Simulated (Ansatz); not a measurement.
**CH6BClGeSi: one species, many methods**

One table from this session's results is given with a row withheld; the runs are named, their logs left out.

Method: functionals in def2-TZVPP, the program's frozen cores in correlated methods; program: Ansatz 0.2.0, Gaussian basis.

Plan: PBE-D4, r2SCAN-D4, PBE0-D4, B3LYP-D4, ωB97X-V, ωB97M-V, B2PLYP; CCSD(T)/def2-TZVPP; MP2/def2-QZVPP; extrapolation to the limit.

**Structure used throughout**

An earlier PBE0-D4 in a triple-zeta def2 set relaxation fixed the geometry.

SMILES `ClB1C[SiH]1[GeH3]`, 11 atoms, charge 0, spin multiplicity 1.

Atoms are counted from 1 here; the program's logs count them from 0.

Bond lengths: Cl1–B2 1.725 Å, B2–C3 1.514 Å, B2–Si4 1.934 Å, C3–Si4 1.964 Å, C3–H6 1.093 Å, C3–H7 1.088 Å, Si4–Ge5 2.369 Å, Si4–H8 1.484 Å, Ge5–H9 1.537 Å, Ge5–H10 1.539 Å, Ge5–H11 1.537 Å. Angles: Cl1–B2–C3 135.5°, Cl1–B2–Si4 146.3°, C3–B2–Si4 68.2°, B2–C3–Si4 66.1°, B2–C3–H6 116.7°, B2–C3–H7 123.6°, Si4–C3–H6 97.7°, Si4–C3–H7 132.9°, H6–C3–H7 111.8°, B2–Si4–C3 45.7°, B2–Si4–Ge5 121.2°, B2–Si4–H8 123.0°, C3–Si4–Ge5 122.2°, C3–Si4–H8 107.4°, Ge5–Si4–H8 115.3°, Si4–Ge5–H9 108.8°, Si4–Ge5–H10 111.4°, Si4–Ge5–H11 110.6° and more.

As a file:

```xyz
11
CH6BClGeSi
Cl   -2.1968   -1.2002    2.0662
B    -0.6643   -1.1455    1.2771
C     0.6864   -0.5330    1.5818
Si    0.2988   -0.6898   -0.3375
Ge   -0.3282    1.1764   -1.6559
H     1.5394   -1.2155    1.6157
H     0.8261    0.3211    2.2412
H     1.3400   -1.5638   -0.9316
H    -1.3178    2.0379   -0.8559
H     0.8911    2.0391   -2.0253
H    -1.0093    0.7163   -2.9551
```

The first run:

File in.yaml:

```yaml
crystal:
  periodic: [false, false, false]
  atoms:
    - {symbol: Cl, position_ang: [-2.196820, -1.200217, 2.066204]}
    - {symbol: B, position_ang: [-0.664323, -1.145467, 1.277090]}
    - {symbol: C, position_ang: [0.686381, -0.532972, 1.581798]}
    - {symbol: Si, position_ang: [0.298832, -0.689793, -0.337523]}
    - {symbol: Ge, position_ang: [-0.328218, 1.176368, -1.655949]}
    - {symbol: H, position_ang: [1.539448, -1.215494, 1.615690]}
    - {symbol: H, position_ang: [0.826099, 0.321094, 2.241241]}
    - {symbol: H, position_ang: [1.339983, -1.563810, -0.931565]}
    - {symbol: H, position_ang: [-1.317804, 2.037882, -0.855930]}
    - {symbol: H, position_ang: [0.891122, 2.039112, -2.025350]}
    - {symbol: H, position_ang: [-1.009302, 0.716296, -2.955106]}
basis:
  gaussian: {orbitals: def2-TZVPP}
hamiltonian: {xc: pbe, dispersion: d4}
output: {forces: true, orbitals: {seedname: orbitals}}
```

The run is started by

```bash
$ ansatz run in.yaml --threads 4 --pin off --events-out ev --progress --plain --max-ram 10444MiB
```

Among the steps run: PBE-D4 (GGA); r2SCAN-D4 (meta-GGA); PBE0-D4 (hybrid); B3LYP-D4 (hybrid); ωB97X-V (range-separated); ωB97M-V (range-separated); B2PLYP (double hybrid); CCSD(T) in def2-TZVPP; MP2 in def2-QZVPP.

One of the session's tables, all rows but one given; the rest of the session is left out.

| method | atomisation energy (kcal/mol) |
| --- | --- |
| PBE-D4 | 854.9 |
| r2SCAN-D4 | 852.0 |
| PBE0-D4 | 846.5 |
| B3LYP-D4 | 838.2 |
| ωB97X-V | 847.3 |
| ωB97M-V | 842.3 |
| B2PLYP | 829.1 |
| HF/def2-TZVPP | 622.4 |
| MP2/def2-TZVPP | 829.8 |
| CCSD/def2-TZVPP | 807.9 |
| CCSD(T)/def2-TZVPP | 821.6 |
| MP2/CBS | ? |
| CCSD(T)/CBS | 840.5 |

**Question.** Estimate the row for MP2/CBS.

The run gave: atomisation energy (kcal/mol): 848.8. In the column «atomisation energy (kcal/mol)» it lies between ωB97X-V (847.3) and r2SCAN-D4 (852.0).
